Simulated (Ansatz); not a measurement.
# NbTe under changes of volume

One of the cells (21.934 Å³/atom); the others are scaled copies at fixed shape and fractional positions:

```
CELL_PARAMETERS angstrom
3.70297 0.00000 0.00000
-1.85149 3.20687 0.00000
0.00000 0.00000 3.69421
ATOMIC_POSITIONS crystal
Te 0.66667 0.33333 0.00000
Nb 0.00000 0.00000 0.50000
```

The cell comes from a database or a generator and needn't be the stable form of this composition.

```yaml
Program: Ansatz 0.2.0
Functional: PBE
Potentials_or_basis: JTH PAW
Cutoff: "1170 eV (not typed: the program's choice for these potentials)"
k_mesh: 8 × 8 × 7
Occupations: fermi-dirac, width 0.05 eV
Spin: no spin polarisation
```

| volume (Å³/atom) | energy over the lowest point (meV/atom) | pressure (GPa) |
| --- | --- | --- |
| 20.618 | 35.04 | 8.9 |
| 21.057 | 15.20 | 5.7 |
| 21.496 | ? | ? |
| 21.934 | 0.00 | 0.2 |
| 22.373 | 2.92 | -2.2 |
| 22.812 | 11.85 | -4.2 |
| 23.250 | 26.15 | -6.1 |

Q: What does the run at 21.496 Å³/atom give?

A: Energy over the lowest point 3.82 meV/atom; pressure 2.8 GPa.

Worked out: A Birch-Murnaghan fit of order 3 (a polynomial in V^(-2/3)) to the other rows has its minimum at 21.96 Å³/atom with B0 = V·E''(V) = 122 GPa and B' = 4.6 at fixed shape and positions, which overstates the stiffness. It gives 3.82 meV/atom at 21.496 Å³/atom, against the run's 3.82, and -dE/dV = 2.7 GPa, against 2.8.

Energies are extrapolated to zero smearing.
